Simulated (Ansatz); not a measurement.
# C2H6SiZn: a ladder of functionals and wavefunction methods

The task here is to estimate one member of a computed series from the others.

Computed with Ansatz 0.2.0, Gaussian basis. Level: functionals in def2-TZVPP, the program's frozen cores in correlated methods.

Levels to be run: PBE-D4, r2SCAN-D4, PBE0-D4, B3LYP-D4, ωB97X-V, ωB97M-V, B2PLYP; CCSD(T)/def2-TZVPP; MP2/def2-QZVPP; extrapolation to the limit.

### The relaxed structure

An earlier PBE0-D4 in a triple-zeta def2 set relaxation fixed the geometry.

10 atoms, charge 0, spin multiplicity 1.

Atoms are counted from 1 here; the program's logs count them from 0.

Bond lengths: C1–C2 1.536 Å, C1–Si4 1.956 Å, C1–H5 1.094 Å, C1–H6 1.096 Å, C2–Zn3 2.026 Å, C2–H7 1.088 Å, C2–H8 1.090 Å, Zn3–Si4 2.381 Å, Si4–H9 1.495 Å, Si4–H10 1.494 Å. Angles: C2–C1–Si4 115.1°, C2–C1–H5 110.4°, C2–C1–H6 111.6°, Si4–C1–H5 105.0°, Si4–C1–H6 106.3°, H5–C1–H6 107.9°, C1–C2–Zn3 89.2°, C1–C2–H7 114.4°, C1–C2–H8 113.3°, Zn3–C2–H7 118.5°, Zn3–C2–H8 110.8°, H7–C2–H8 109.5°, C2–Zn3–Si4 83.8°, C1–Si4–Zn3 70.5°, C1–Si4–H9 111.1°, C1–Si4–H10 111.6°, Zn3–Si4–H9 120.4°, Zn3–Si4–H10 129.5° and more.

Set-up of the first run:

File in.yaml:

```yaml
crystal:
  periodic: [false, false, false]
  atoms:
    - {symbol: C, position_ang: [-0.461614, 0.224907, -0.325237]}
    - {symbol: C, position_ang: [-0.735041, -1.257143, -0.028957]}
    - {symbol: Zn, position_ang: [1.198977, -1.472051, 0.536559]}
    - {symbol: Si, position_ang: [1.252278, 0.899780, 0.333540]}
    - {symbol: H, position_ang: [-0.440181, 0.401177, -1.404566]}
    - {symbol: H, position_ang: [-1.234266, 0.871454, 0.106456]}
    - {symbol: H, position_ang: [-1.092811, -1.826829, -0.883745]}
    - {symbol: H, position_ang: [-1.404748, -1.411159, 0.817159]}
    - {symbol: H, position_ang: [1.063662, 1.766954, 1.536729]}
    - {symbol: H, position_ang: [1.936745, 1.751811, -0.684940]}
basis:
  gaussian: {orbitals: def2-TZVPP}
hamiltonian: {xc: pbe, dispersion: d4}
output: {forces: true, orbitals: {seedname: orbitals}}
```

On the command line:

```bash
$ ansatz run in.yaml --threads 4 --pin off --events-out ev --progress --plain --max-ram 10444MiB
```

Among the steps run: PBE-D4 (GGA); r2SCAN-D4 (meta-GGA); PBE0-D4 (hybrid); B3LYP-D4 (hybrid); ωB97X-V (range-separated); ωB97M-V (range-separated); B2PLYP (double hybrid); CCSD(T) in def2-TZVPP; MP2 in def2-QZVPP.

One table of the session follows, with a row left open; its other results are not shown here.

| method | atomisation energy (kJ/mol) |
| --- | --- |
| PBE-D4 | 3220.6 |
| r2SCAN-D4 | 3197.6 |
| PBE0-D4 | 3185.9 |
| B3LYP-D4 | 3153.3 |
| ωB97X-V | 3180.7 |
| ωB97M-V | 3171.6 |
| B2PLYP | 3121.8 |
| HF/def2-TZVPP | 2306.5 |
| MP2/def2-TZVPP | ? |
| CCSD/def2-TZVPP | 3038.6 |
| CCSD(T)/def2-TZVPP | 3089.0 |
| MP2/CBS | 3195.2 |
| CCSD(T)/CBS | 3164.2 |

**Question.** Estimate the row for MP2/def2-TZVPP.

The run gave: atomisation energy (kJ/mol): 3120.0. In the column «atomisation energy (kJ/mol)» it lies between CCSD(T)/def2-TZVPP (3089.0) and B2PLYP (3121.8).

To keep in mind: Free atoms (2 C, 1 Zn, 1 Si, 6 H) were run apart at each level; the atomisation energy is their sum less the molecule, without zero-point or spin-orbit terms.
